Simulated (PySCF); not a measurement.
# CH9GaN2: the cost of one run

Computed with PySCF 2.14.0, with density-fitted response routines of our own, on a single molecule in the gas phase. Atoms are numbered from 0 throughout.

**1. The starting structure**

13 atoms, charge 0, multiplicity 1; geometry from: GFN2-xTB. The atoms were then displaced at random by about 0.01 Å, so the start is not that level's minimum.

Bonds of the start (Å): C0–N1 1.46, N1–Ga2 1.84, Ga2–N3 2.16, C0–H4 1.12, C0–H5 1.11, C0–H6 1.08, N1–H7 1.01, Ga2–H8 1.53, Ga2–H9 1.52, N3–H10 1.04, N3–H11 1.04, N3–H12 1.00.

**2. Geometry optimisation at PBE0-D3(BJ)/def2-SVP**

Job settings and geometry (Å):

```
{"job": {"xc": "PBE0", "basis": "def2-SVP", "d3": "d3bj", "grid": 1, "shake": 0.01, "kind": "geom"}, "charge": 0, "multiplicity": 1}
C      1.974040     0.373740     0.002360
N      0.940180    -0.599550     0.349200
Ga    -0.612200    -0.947650    -0.580750
N     -1.880650     0.565710     0.292630
H      1.562140     1.010560    -0.825540
H      2.179810     1.060660     0.845290
H      2.901520    -0.055420    -0.341130
H      1.349240    -1.262400     0.998920
H     -1.348290    -2.203920    -0.104510
H     -0.700840    -0.431810    -2.012630
H     -2.008920     0.392450     1.305910
H     -2.841430     0.593570    -0.101040
H     -1.508780     1.487170     0.160950
```

Command:

```sh
$ OMP_NUM_THREADS=1 python probes_run.py task.json out
```

This one command runs all jobs of the session in turn.

**Question.** How long does this first job take on 1 thread of Arm Neoverse V1, shared host, and how much memory does it need?

About 48 s, with a peak of 0.51 GiB.
